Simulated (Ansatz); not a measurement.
**Al₂ClHSe: an energy map over bond length Al3–H5 and angle H5–Al3–Al2**

How does the energy of Al2ClHSe, SMILES [Cl][Al]1[AlH][Se]1 change over two coordinates at once? A grid of runs gives the map.

The runs use Ansatz 0.2.0; RKS PBE-D4/def2-TZVP.

## 1. Starting geometry

5 atoms, charge 0, spin multiplicity 1.

Atoms are counted from 1 here; the program's logs count them from 0.

Bond lengths: Cl1–Al2 2.112 Å, Al2–Al3 2.406 Å, Al2–Se4 2.367 Å, Al3–Se4 2.383 Å, Al3–H5 1.596 Å. Angles: Cl1–Al2–Al3 170.5°, Cl1–Al2–Se4 129.6°, Al3–Al2–Se4 59.9°, Al2–Al3–Se4 59.2°, Al2–Al3–H5 170.9°, Se4–Al3–H5 129.9°, Al2–Se4–Al3 60.9°.

Geometry (Å):

```mol
Al2ClHSe
  3D, bonds by distance, orders not assigned

  5  5  0  0  0  0  0  0  0  0999 V2000
   -1.3740   -2.6296    1.5039 Cl  0  0
   -0.4143   -0.9892    0.5838 Al  0  0
    0.9791    0.8038   -0.2115 Al  0  0
   -1.1757    0.4244   -1.1556 Se  0  0
    2.0706    1.9135   -0.5661 H   0  0
  1  2  8  0
  2  3  8  0
  2  4  8  0
  3  4  8  0
  3  5  8  0
M  END
```

This geometry comes from a loose relaxation at PBE in a small basis, which is not shown.

## 2. Relaxing the molecule

Input file input.yaml:

```yaml
crystal:
  periodic: [false, false, false]
  atoms:
    - { symbol: Cl, position_ang: [-1.374015, -2.629641, 1.503946] }
    - { symbol: Al, position_ang: [-0.414281, -0.989206, 0.583831] }
    - { symbol: Al, position_ang: [0.979144, 0.803826, -0.211526] }
    - { symbol: Se, position_ang: [-1.175671, 0.424443, -1.155636] }
    - { symbol: H, position_ang: [2.070573, 1.913458, -0.566114] }
basis:
  gaussian: { orbitals: def2-TZVP }
hamiltonian:
  xc: pbe
  dispersion: d4
output:
  forces: true
relax:
  f_tol: 0.003
  max_steps: 120
```

Started as:

```sh
ansatz run input.yaml --threads 1 --pin off --max-ram 2560MiB --backend cpu --events-out ev --progress --plain --runs-dir out
```

Log, shortened:

```text
Warning: RAYON_NUM_THREADS=1 ignored (pool sized by the plan → 1); use --threads N
[...]
Functional definition: PBE
[...]
1205 factors; their error is unknown
[...]
mean field -91064.23193327 eV, -3346.5487979943 hartree, gradient 4.4e-5 eV, S^2 0.000000; 0 other end points of the search recorded, 0 dependent functions left out
[...]
reference -91064.23197257 eV, -3346.5487994384 hartree; 39, 39 occupied and 126, 126 virtual orbitals, 1205 factors
relax step   1: F+E_penalty+E_count = -91064.38842677 eV  Δ(F+E_penalty+E_count) = +0.000e0 eV  max|allowed force component| = 7.487e-2 eV/Å  Δτ_max = 0.0000 Å  (27 SCF iters, accepted)
[...]
relax step   4: F+E_penalty+E_count = -91064.38939579 eV  Δ(F+E_penalty+E_count) = +1.805e-5 eV  max|allowed force component| = 1.237e-2 eV/Å  Δτ_max = 0.0120 Å  (31 SCF iters, rejected (line search))
[...]
relax step   5: F+E_penalty+E_count = -91064.38947490 eV  Δ(F+E_penalty+E_count) = -6.106e-5 eV  max|allowed force component| = 2.577e-3 eV/Å  Δτ_max = 0.0055 Å  (32 SCF iters, accepted)
1205 factors; their error is unknown
[...]
mean field -91064.23262518 eV, -3346.5488234217 hartree, gradient 1.8e-5 eV, S^2 0.000000; 1 other end points of the search recorded, 0 dependent functions left out
[...]
reference -91064.23266455 eV, -3346.5488248682 hartree; 39, 39 occupied and 126, 126 virtual orbitals, 1205 factors
Total energy: -91064.38951426 eV, -3346.5545889890 hartree
Atom 0 at    -1.376222    -2.623899     1.494980 Å, force    -0.001578    -0.001585     0.001276 eV/Å
Atom 1 at    -0.404792    -0.988569     0.592264 Å, force     0.002577     0.001050     0.000079 eV/Å
Atom 2 at     0.970866     0.811162    -0.220899 Å, force     0.000974    -0.001844    -0.000105 eV/Å
Atom 3 at    -1.177788     0.417095    -1.150953 Å, force    -0.002499     0.000786    -0.001850 eV/Å
Atom 4 at     2.073685     1.907091    -0.560892 Å, force     0.000526     0.001593     0.000600 eV/Å
Dipole moment:     0.339305     0.147425     0.070653 e Å
```

Run time: 35 s. Hardware: 1 thread of Arm Neoverse V2, shared host; peak memory 0.21 GiB.

Relaxation path:

```csv
step,energy from step 1 (eV),largest force component (eV/Å)
1,0.0000,0.0749
2,-0.0008,0.0259
3,-0.0010,0.0117
4,-0.0010,0.0124
5,-0.0010,0.0026
```

Close pairs (by a distance rule), those that changed most:

```csv
bond,before (Å),after (Å),change (Å)
Al3–Se4,2.383,2.374,-0.009
Cl1–Al2,2.112,2.105,-0.006
Al3–H5,1.596,1.591,-0.005
Al2–Se4,2.367,2.369,+0.002
Al2–Al3,2.406,2.407,+0.001
```

## 3. Setting up the map

- bond length Al3–H5: 15 values from 1.337 to 2.069 Å
- angle H5–Al3–Al2: 15 values from 134.5 to 179.0 °

Nothing else is relaxed (all other coordinates rigid). Energies count from the relaxed molecule at the same level. Points are written as (first, second).

Of the runs on the grid, 3 are shown in the steps below; the others differ only in the two coordinates.

## 4. Point (2.069 Å, 147.2°)

Input file input.yaml:

```yaml
crystal:
  periodic: [false, false, false]
  atoms:
    - { symbol: Cl, position_ang: [-1.376222, -2.623899, 1.49498] }
    - { symbol: Al, position_ang: [-0.404792, -0.988569, 0.592264] }
    - { symbol: Al, position_ang: [0.970866, 0.811162, -0.220899] }
    - { symbol: Se, position_ang: [-1.177788, 0.417095, -1.150953] }
    - { symbol: H, position_ang: [2.76849, 1.825962, -0.081281] }
basis:
  gaussian: { orbitals: def2-TZVP }
hamiltonian:
  xc: pbe
  dispersion: d4
output:
  forces: true
```

Started as:

```sh
ansatz run input.yaml --threads 1 --pin off --max-ram 2560MiB --backend cpu --events-out ev --progress --plain --runs-dir out
```

Log, shortened:

```text
Warning: RAYON_NUM_THREADS=1 ignored (pool sized by the plan → 1); use --threads N
[...]
Functional definition: PBE
[...]
1205 factors; their error is unknown
[...]
mean field -91063.30866546 eV, -3346.5148685280 hartree, gradient 5.7e-5 eV, S^2 0.000000; 0 other end points of the search recorded, 0 dependent functions left out
[...]
reference -91063.30870517 eV, -3346.5148699876 hartree; 39, 39 occupied and 126, 126 virtual orbitals, 1205 factors
Total energy: -91063.48748436 eV, -3346.5214400015 hartree
Atom 0 at    -1.376222    -2.623899     1.494980 Å, force    -0.068262    -0.007235    -0.033763 eV/Å
Atom 1 at    -0.404792    -0.988569     0.592264 Å, force     0.118525    -0.171702     0.229688 eV/Å
Atom 2 at     0.970866     0.811162    -0.220899 Å, force     2.046301     0.782826     0.492742 eV/Å
Atom 3 at    -1.177788     0.417095    -1.150953 Å, force     0.021033     0.330355    -0.288557 eV/Å
Atom 4 at     2.768490     1.825962    -0.081281 Å, force    -2.117596    -0.934244    -0.400110 eV/Å
Dipole moment:     0.144798     0.122937    -0.021811 e Å
```

Run time: 4.8 s. Hardware: 1 thread of Arm Neoverse V2, shared host; peak memory 0.2 GiB.

Energy on the map's scale: 87 kJ/mol.

## 5. Grid point (1.598 Å, 169.5°)

input.yaml: that of step 4 with these lines changed.

```diff
@@ -7,3 +7,3 @@
     - { symbol: Se, position_ang: [-1.177788, 0.417095, -1.150953] }
-    - { symbol: H, position_ang: [2.76849, 1.825962, -0.081281] }
+    - { symbol: H, position_ang: [2.077735, 1.911863, -0.562812] }
 basis:
```

Started as:

```sh
ansatz run input.yaml --threads 1 --pin off --max-ram 2560MiB --backend cpu --events-out ev --progress --plain --runs-dir out
```

Log, shortened:

```text
Warning: RAYON_NUM_THREADS=1 ignored (pool sized by the plan → 1); use --threads N
[...]
Functional definition: PBE
[...]
1205 factors; their error is unknown
[...]
mean field -91064.23241302 eV, -3346.5488156249 hartree, gradient 4.0e-5 eV, S^2 0.000000; 0 other end points of the search recorded, 0 dependent functions left out
[...]
reference -91064.23245235 eV, -3346.5488170702 hartree; 39, 39 occupied and 126, 126 virtual orbitals, 1205 factors
Total energy: -91064.38925883 eV, -3346.5545796020 hartree
Atom 0 at    -1.376222    -2.623899     1.494980 Å, force    -0.000936    -0.001031     0.001158 eV/Å
Atom 1 at    -0.404792    -0.988569     0.592264 Å, force     0.001364     0.000557    -0.000207 eV/Å
Atom 2 at     0.970866     0.811162    -0.220899 Å, force     0.056729     0.053955    -0.017629 eV/Å
Atom 3 at    -1.177788     0.417095    -1.150953 Å, force    -0.002245     0.000386    -0.001334 eV/Å
Atom 4 at     2.077735     1.911863    -0.562812 Å, force    -0.054912    -0.053867     0.018011 eV/Å
Dipole moment:     0.337263     0.145403     0.071270 e Å
```

Wall time 4.8 s (1 thread of Arm Neoverse V2, shared host); peak memory 0.2 GiB.

Energy on the map's scale: 0 kJ/mol.

## 6. The run at (1.389 Å, 159.9°)

input.yaml: that of step 5 with these lines changed.

```diff
@@ -7,3 +7,3 @@
     - { symbol: Se, position_ang: [-1.177788, 0.417095, -1.150953] }
-    - { symbol: H, position_ang: [2.077735, 1.911863, -0.562812] }
+    - { symbol: H, position_ang: [2.05867, 1.664887, -0.351891] }
 basis:
```

Started as:

```sh
ansatz run input.yaml --threads 1 --pin off --max-ram 2560MiB --backend cpu --events-out ev --progress --plain --runs-dir out
```

Log, shortened:

```text
Warning: RAYON_NUM_THREADS=1 ignored (pool sized by the plan → 1); use --threads N
[...]
Functional definition: PBE
[...]
1205 factors; their error is unknown
[...]
mean field -91063.86158696 eV, -3346.5351880185 hartree, gradient 2.5e-5 eV, S^2 0.000000; 0 other end points of the search recorded, 0 dependent functions left out
[...]
reference -91063.86162676 eV, -3346.5351894810 hartree; 39, 39 occupied and 126, 126 virtual orbitals, 1205 factors
Total energy: -91064.01975295 eV, -3346.5410005114 hartree
Atom 0 at    -1.376222    -2.623899     1.494980 Å, force    -0.067065    -0.037481    -0.005463 eV/Å
Atom 1 at    -0.404792    -0.988569     0.592264 Å, force     0.118845    -0.044340     0.112542 eV/Å
Atom 2 at     0.970866     0.811162    -0.220899 Å, force    -3.024656    -2.602582     0.566986 eV/Å
Atom 3 at    -1.177788     0.417095    -1.150953 Å, force     0.023735     0.168142    -0.138554 eV/Å
Atom 4 at     2.058670     1.664887    -0.351891 Å, force     2.949141     2.516261    -0.535511 eV/Å
Dipole moment:     0.388907     0.246450     0.010726 e Å
```

It took 5.7 s on 1 thread of Arm Neoverse V2, shared host; peak memory 0.2 GiB.

That is 36 kJ/mol from the zero.

## 7. Energy over the grid

225 points were computed. Energies in kJ/mol, from the relaxed molecule at the same level:

| angle H5–Al3–Al2 (°) ↓, bond length Al3–H5 (Å) → | 1.337 | 1.389 | 1.441 | 1.494 | 1.546 | 1.598 | 1.651 | 1.703 | 1.755 | 1.807 | 1.860 | 1.912 | 1.964 | 2.017 | 2.069 |
| --- | --- | --- | --- | --- | --- | --- | --- | --- | --- | --- | --- | --- | --- | --- | --- |
| 179.0 | 60 | 36 | 20 | 9 | 4 | 3 | 5 | 9 | 15 | 23 | 33 | 43 | 53 | 64 | 75 |
| 175.8 | 58 | 35 | 18 | 8 | 3 | 1 | 3 | 8 | 14 | 22 | 31 | 41 | 52 | 63 | 74 |
| 172.6 | 57 | 34 | 17 | 7 | 2 | 0 | 2 | 7 | 13 | 21 | 31 | 41 | 51 | 62 | 74 |
| 169.5 | 57 | 33 | 17 | 7 | 1 | 0 | 2 | 6 | 13 | 21 | 30 | 40 | 51 | 62 | 74 |
| 166.3 | 57 | 33 | 17 | 7 | 2 | 0 | 2 | 7 | 13 | 21 | 31 | 41 | 51 | 62 | 74 |
| 163.1 | 58 | 34 | 18 | 8 | 2 | 1 | 3 | 8 | 14 | 22 | 32 | 42 | 52 | 63 | 75 |
| 159.9 | 59 | 36 | 19 | 9 | 4 | 3 | 5 | 9 | 16 | 24 | 33 | 43 | 54 | 65 | 76 |
| 156.7 | 61 | 38 | 22 | 11 | 6 | 5 | 7 | 11 | 18 | 26 | 35 | 45 | 56 | 67 | 78 |
| 153.6 | 64 | 40 | 24 | 14 | 9 | 7 | 9 | 14 | 20 | 28 | 38 | 48 | 58 | 69 | 81 |
| 150.4 | 67 | 43 | 27 | 17 | 12 | 10 | 12 | 17 | 23 | 31 | 41 | 51 | 61 | 72 | 84 |
| 147.2 | 71 | 47 | 31 | 21 | 16 | 14 | 16 | 21 | 27 | 35 | 44 | 54 | 65 | 76 | 87 |
| 144.0 | 75 | 52 | 35 | 25 | 20 | 19 | 20 | 25 | 31 | 39 | 49 | 58 | 69 | 80 | 91 |
| 140.8 | 80 | 57 | 40 | 30 | 25 | 24 | 25 | 30 | 36 | 44 | 53 | 63 | 73 | 84 | 96 |
| 137.7 | 85 | 62 | 46 | 35 | 30 | 29 | 31 | 35 | 41 | 49 | 59 | 68 | 78 | 89 | 100 |
| 134.5 | 91 | 68 | 52 | 42 | 36 | 35 | 37 | 41 | 47 | 55 | 64 | 74 | 84 | 95 | 106 |

On the same grid, largest force on an atom (eV/Å):

```
angle H5–Al3–Al2 (°) ↓, bond length Al3–H5 (Å) →  1.337  1.389  1.441  1.494  1.546  1.598  1.651  1.703  1.755  1.807  1.860  1.912  1.964  2.017  2.069
                                           179.0   5.55   3.93   2.62   1.53   0.68   0.29   0.83   1.27   1.63   1.90   2.09   2.20   2.30   2.44   2.55
                                           175.8   5.54   3.93   2.61   1.52   0.65   0.22   0.77   1.22   1.57   1.85   2.04   2.15   2.25   2.39   2.50
                                           172.6   5.54   3.92   2.60   1.51   0.64   0.14   0.71   1.16   1.52   1.80   1.99   2.10   2.21   2.35   2.45
                                           169.5   5.53   3.91   2.59   1.50   0.63   0.08   0.66   1.12   1.48   1.75   1.94   2.06   2.16   2.30   2.41
                                           166.3   5.57   3.95   2.64   1.54   0.67   0.11   0.66   1.12   1.47   1.74   1.93   2.03   2.13   2.26   2.37
                                           163.1   5.61   3.99   2.68   1.59   0.73   0.16   0.68   1.12   1.48   1.75   1.93   2.03   2.13   2.26   2.36
                                           159.9   5.64   4.03   2.72   1.63   0.78   0.24   0.69   1.13   1.48   1.75   1.93   2.04   2.13   2.26   2.36
                                           156.7   5.67   4.06   2.75   1.67   0.84   0.34   0.71   1.14   1.49   1.76   1.94   2.04   2.13   2.26   2.36
                                           153.6   5.70   4.09   2.79   1.72   0.90   0.43   0.74   1.16   1.50   1.76   1.94   2.04   2.13   2.26   2.36
                                           150.4   5.72   4.12   2.82   1.76   0.96   0.52   0.77   1.17   1.51   1.77   1.94   2.04   2.13   2.26   2.35
                                           147.2   5.74   4.14   2.85   1.80   1.03   0.62   0.80   1.19   1.52   1.77   1.95   2.04   2.13   2.25   2.35
                                           144.0   5.75   4.16   2.87   1.84   1.09   0.71   0.83   1.21   1.53   1.78   1.95   2.04   2.13   2.25   2.34
                                           140.8   5.76   4.17   2.89   1.87   1.15   0.81   0.91   1.23   1.54   1.79   1.95   2.04   2.12   2.24   2.34
                                           137.7   5.76   4.18   2.91   1.91   1.21   0.90   0.99   1.26   1.56   1.80   1.96   2.04   2.12   2.24   2.33
                                           134.5   5.75   4.18   2.92   1.94   1.27   0.98   1.08   1.32   1.58   1.81   1.96   2.04   2.12   2.23   2.32
```

On the same grid, dipole moment (D):

```tsv
angle H5–Al3–Al2 (°) ↓, bond length Al3–H5 (Å) →	1.337	1.389	1.441	1.494	1.546	1.598	1.651	1.703	1.755	1.807	1.860	1.912	1.964	2.017	2.069
179.0	2.27	2.19	2.12	2.03	1.95	1.87	1.78	1.70	1.61	1.54	1.46	1.39	1.33	1.28	1.24
175.8	2.25	2.17	2.09	2.01	1.92	1.83	1.74	1.65	1.57	1.48	1.40	1.32	1.25	1.19	1.14
172.6	2.24	2.16	2.08	1.99	1.90	1.81	1.71	1.62	1.53	1.43	1.34	1.25	1.18	1.10	1.05
169.5	2.24	2.16	2.08	1.99	1.89	1.80	1.70	1.60	1.50	1.40	1.30	1.20	1.11	1.03	0.96
166.3	2.25	2.17	2.08	1.99	1.89	1.79	1.69	1.59	1.48	1.37	1.27	1.16	1.07	0.97	0.89
163.1	2.27	2.19	2.10	2.00	1.91	1.80	1.70	1.59	1.48	1.37	1.25	1.14	1.03	0.93	0.83
159.9	2.30	2.21	2.12	2.03	1.93	1.82	1.72	1.60	1.49	1.38	1.26	1.14	1.02	0.90	0.79
156.7	2.33	2.25	2.16	2.06	1.96	1.86	1.75	1.64	1.52	1.40	1.28	1.15	1.03	0.91	0.78
153.6	2.38	2.29	2.21	2.11	2.01	1.90	1.79	1.68	1.56	1.44	1.31	1.19	1.06	0.93	0.80
150.4	2.43	2.35	2.26	2.17	2.07	1.96	1.85	1.74	1.62	1.50	1.37	1.24	1.11	0.98	0.85
147.2	2.50	2.41	2.33	2.23	2.13	2.03	1.92	1.81	1.69	1.57	1.44	1.31	1.18	1.05	0.92
144.0	2.57	2.49	2.40	2.31	2.21	2.11	2.00	1.89	1.77	1.65	1.53	1.40	1.27	1.14	1.01
140.8	2.64	2.57	2.48	2.39	2.29	2.19	2.09	1.98	1.86	1.75	1.62	1.50	1.38	1.25	1.12
137.7	2.72	2.65	2.57	2.48	2.38	2.29	2.18	2.07	1.96	1.85	1.73	1.61	1.48	1.36	1.23
134.5	2.81	2.74	2.66	2.57	2.48	2.39	2.28	2.18	2.07	1.96	1.84	1.73	1.61	1.48	1.36
```

## 8. Results

| quantity | value |
| --- | --- |
| lowest point | (1.598 Å, 169.5°), 0 kJ/mol |
| highest computed point | (2.069 Å, 134.5°), 106 kJ/mol above the lowest |
| largest force on an atom (eV/Å) | 0.08 at (1.598 Å, 169.5°) to 5.76 at (1.337 Å, 137.7°); 0.08 at the lowest point |
| dipole moment (D) | 0.78 at (2.069 Å, 156.7°) to 2.81 at (1.337 Å, 134.5°); 1.80 at the lowest point |
| time for the whole task | 21 min on 1 thread, shared host |

The lowest computed point is at (1.598 Å, 169.5°), 0 kJ/mol from the relaxed molecule at the same level. The grid is coarse, so the lowest point of the scanned range may lie between grid points; coordinates that were held can hide deeper minima. No other kind of well shows on this grid. The highest computed point, (2.069 Å, 134.5°), lies 106 kJ/mol above the lowest. Round the minimum the two coordinates are nearly uncoupled.
